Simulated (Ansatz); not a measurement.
# ClGaH3: the cost of one run

Program: Ansatz 0.2.0. Level of theory: UKS PBE/def2-SVP. These are calculated values, not measurements.

## 1. Starting point

Bond lengths: Ga1–Cl2 2.490 Å, Ga1–H3 1.570 Å, Ga1–H4 1.570 Å. Angles: Cl2–Ga1–H3 120.0°, Cl2–Ga1–H4 120.0°, H3–Ga1–H4 120.0°.

Structure file:

```xyz
5

Ga    0.0000    0.0000    0.0000
Cl    0.0000    0.0000    2.4900
H     1.3596    0.0000   -0.7850
H    -1.3596    0.0000   -0.7850
H     0.0000    0.0000    4.1600
```

## 2. A restrained relaxation towards end A

Springs on the bonds that form and break draw the guess towards this end; the thresholds are loose.

The input, input.yaml:

```yaml
crystal:
  periodic: [false, false, false]
  atoms:
    - { symbol: Ga, position_ang: [0.0, 0.0, 0.0] }
    - { symbol: Cl, position_ang: [0.0, 0.0, 2.49] }
    - { symbol: H, position_ang: [1.3596, 0.0, -0.785] }
    - { symbol: H, position_ang: [-1.3596, 0.0, -0.785] }
    - { symbol: H, position_ang: [0.0, 0.0, 4.16] }
magnetization:
  spin_polarized: true
  initial_magnetization: 1
basis:
  gaussian: { orbitals: def2-SVP }
hamiltonian:
  xc: pbe
relax:
  f_tol: 0.15
  max_steps: 25
  restrain:
    - { distance: [1, 4], at: 2.57, k: 30.0 }
    - { distance: [0, 1], at: 2.24, k: 30.0 }
output:
  orbitals: {}
```

The run is started by

```sh
$ ansatz run input.yaml --threads 1 --pin off --max-ram 2048MiB --backend cpu --events-out ev --progress --plain --runs-dir out
```

**Question.** How long does this run take on 1 thread of Arm Neoverse V2, shared host, and how much memory does it need?

About 12 s, with a peak of 0.14 GiB.
